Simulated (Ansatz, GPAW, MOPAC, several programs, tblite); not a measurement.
## What each method gives for ZrSeTe (Janus 2H monolayer)

A free-standing Janus 2H monolayer of ZrSeTe, relaxed with r2SCAN in Ansatz, was computed with several methods. In-plane lattice: a = 3.827 Å, b = 3.827 Å, γ = 120.0°; thickness between the outer nuclei 3.50 Å. Zr is surrounded by 3 Se at 2.70 Å and 3 Te at 2.95 Å; Se is surrounded by 3 Zr at 2.70 Å; Te is surrounded by 3 Zr at 2.95 Å. The structure was generated, not taken from experiment, and needn't be the ground state; spin polarisation is off.

```yaml
crystal:
  lattice:
    - [3.82744, 0.00000, 0.00000]
    - [-1.91372, 3.31466, 0.00000]
    - [0.00000, 0.00000, 31.62931]
  atoms:
    - { symbol: Zr, position: [0.33333, 0.66667, 0.28868] }
    - { symbol: Se, position: [0.66667, 0.33333, 0.33785] }
    - { symbol: Te, position: [0.66667, 0.33333, 0.22711] }
```
Two periodic directions, a and b.

Gaps and times are for a single point on this cell. Times are rough, from shared hosts (Arm Neoverse V1), and each method has its own mesh and cell size. PM6 (MOPAC): levels, charges or heat of formation failed a check of plausibility, so no values are given. PM6 (MOPAC), PM7 (MOPAC), GFN1-xTB (tblite), GFN2-xTB (tblite) treat a cluster of cells at its zone centre, which samples few k points: where these miss a band edge, the gap comes out too large for that reason alone. Gaps from k meshes are read at a limited set of points (mesh, symmetry points, PBE's band edges), so each method's own least gap may be somewhat smaller. xTB and the PM methods were fitted mostly to molecules, and can miss a solid's gap by electronvolts. Minimal bases can be far off for gaps. GLLB-SC's gap includes the derivative discontinuity. d marks a direct gap, i an indirect one (no mark: not told apart), a dash a value that wasn't computed or didn't pass its checks.

```
                              method              kind  gap (eV)  atoms computed  processor time
                   GFN1-xTB (tblite)     tight binding      0.52              27           1.2 s
                   GFN2-xTB (tblite)     tight binding      0.47              27           1.9 s
                         PM7 (MOPAC)    semi-empirical      4.86              27           2.8 s
                         PM6 (MOPAC)    semi-empirical         –              27           4.8 s
light PBE (260 eV and a coarse mesh)  light plane-wave    0.49 i               3           6.8 s
              PBE/single zeta (GPAW)       small basis    0.66 i               3            14 s
                                 PBE         semilocal    0.49 i               3            29 s
                              r2SCAN         semilocal    0.75 i               3            71 s
                      GLLB-SC (GPAW)   model potential      0.99               3         2.5 min
```

Against r2SCAN (0.75 eV) and with closed or daggered gaps left aside, the nearest gap at the points sampled is that of PBE/single zeta (GPAW) (-0.09 eV) and the farthest that of PM7 (MOPAC) (+4.11 eV). r2SCAN is only a yardstick of convenience: semilocal gaps usually lie below measured ones, which GLLB-SC and hybrids aim to mend.

No spin-orbit coupling is included; it can move band edges with weight on the heavy atoms by tenths of an eV.
